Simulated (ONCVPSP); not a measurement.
**Pseudopotential generation for platinum: ONCV, PBE**

Aim: build the potential from the settings below, then test how well it stands in for the atom: other configurations, scattering, ghost states and the plane-wave cutoff that it needs.

Method: ONCVPSP 4.0.1.1 (patched build), PBE, scalar-relativistic.

**1. Starting point**

Typed settings, in words:

| Quantity | Value |
| --- | --- |
| element | platinum (Pt, Z = 78) |
| type | optimised norm-conserving Vanderbilt (ONCV) |
| frozen core | [Kr] 4d10 4f14 |
| valence charge | 18 |
| reference configuration | 5s2 5p6 5d9 6s1 |
| partial waves | 5s+6s: rc 1.75 bohr, ncon 4, nbas 7, qcut 5.8 1/bohr, 3 projectors, debl 3.7 Ha; 5p: rc 1.15 bohr, ncon 4, nbas 8, qcut 6.7 1/bohr, 2 projectors, debl 2.8 Ha; 5d: rc 2.30 bohr, ncon 3, nbas 7, qcut 6 1/bohr, 2 projectors, debl 3.1 Ha |
| local potential | polynomial inside 0.85 bohr (lpopt 1, dvloc0 0 Ha) |
| core correction | Teter function, fcfact 1.75, rcfact 1.45 |

An earlier all-electron run gives the scale for the radii.

All-electron outer shells of the reference configuration (PBE, scalar-relativistic, ld1.x):

```csv
shell,level (eV),outermost node (bohr),outermost maximum (bohr)
5s,-101.82,0.49,0.87
4f,-70.08,–,0.38
5p,-56.02,0.53,0.98
5d,-6.14,0.57,1.26
6s,-5.66,1.14,2.38
6p,-0.84,1.36,3.69
```

**2. The generation run**

Pt.dat reads:

```
# ATOM AND REFERENCE CONFIGURATION
# atsym  z   nc   nv     iexc    psfile
  Pt 78.00   10    4        4      upf
#
#   n    l    f
    1    0    2.00
    2    0    2.00
    2    1    6.00
    3    0    2.00
    3    1    6.00
    3    2   10.00
    4    0    2.00
    4    1    6.00
    4    2   10.00
    4    3   14.00
    5    0    2.00
    5    1    6.00
    5    2    9.00
    6    0    1.00
#
# PSEUDOPOTENTIAL AND OPTIMIZATION
# lmax
    2
#
#   l,   rc,      ep,       ncon, nbas, qcut
    0    1.75    0.00    4    7    5.80
    1    1.15    0.00    4    8    6.70
    2    2.30    0.00    3    7    6.00
#
# LOCAL POTENTIAL
# lloc, lpopt,  rc(5),   dvloc0
    4    1    0.85    0.00
#
# VANDERBILT-KLEINMAN-BYLANDER PROJECTORs
# l, nproj, debl
    0    3    3.70
    1    2    2.80
    2    2    3.10
#
# MODEL CORE CHARGE
# icmod, fcfact, rcfact
    3    1.75    1.45
#
# LOG DERIVATIVE ANALYSIS
# epsh1, epsh2, depsh
   -5.00    5.00    0.04
#
# OUTPUT GRID
# rlmax, drl
    6.00    0.01
#
# TEST CONFIGURATIONS
# ncnf
    4
# nvcnf
#   n    l    f
    4
    5    0    2.00
    5    1    6.00
    5    2    9.00
    6    0    0.00
#
    4
    5    0    2.00
    5    1    6.00
    5    2    8.00
    6    0    0.00
#
    4
    5    0    2.00
    5    1    6.00
    5    2    7.00
    6    0    0.00
#
    4
    5    0    2.00
    5    1    6.00
    5    2    8.00
    6    0    2.00
#
```

Command:

```
$ oncvpsp.x < Pt.dat > Pt.out
```

Before running it: what results should come out? Wanted: cutoffs for 1 and 0.1 mHa per electron, occupied waves; bound ghosts; GHOST(+) flags; largest test error; largest phase difference near zero energy, channels read; rms error of d²Exc/dn², without and with the model core.

The runs gave:

```
                                                quantity                         value
  cutoffs for 1 and 0.1 mHa per electron, occupied waves             134 Ha and 159 Ha
                                            bound ghosts                    none found
                                          GHOST(+) flags      s at 178 eV, p at 368 eV
                            largest test error (AE − PS)  +25 meV, for 5s2 5p6 5d7 6s0
largest phase difference near zero energy, channels read                     0.001 rad
 rms error of d²Exc/dn², without and with the model core             8.30 and 2.54 mHa
```

The worst unpolarised test, 5s2 5p6 5d7 6s0, is off by 25 meV on 61.4 eV; by total energies transferability rates as good. It counts as very hard, with 134 Ha needed at the looser tolerance. At the looser tolerance the 5p wave is the slowest; 5d needs 14 Ha. The program's ghost test flags no bound state. Near zero energy the phases of the channels with partial waves agree within 0.001 rad. The program also flags highly localised states, GHOST(+) (s, p). Note that the frozen 4f shell (-70 eV) lies higher than the valence 5s shell (-102 eV). These are tests on the free atom; a crystal test is still owed.
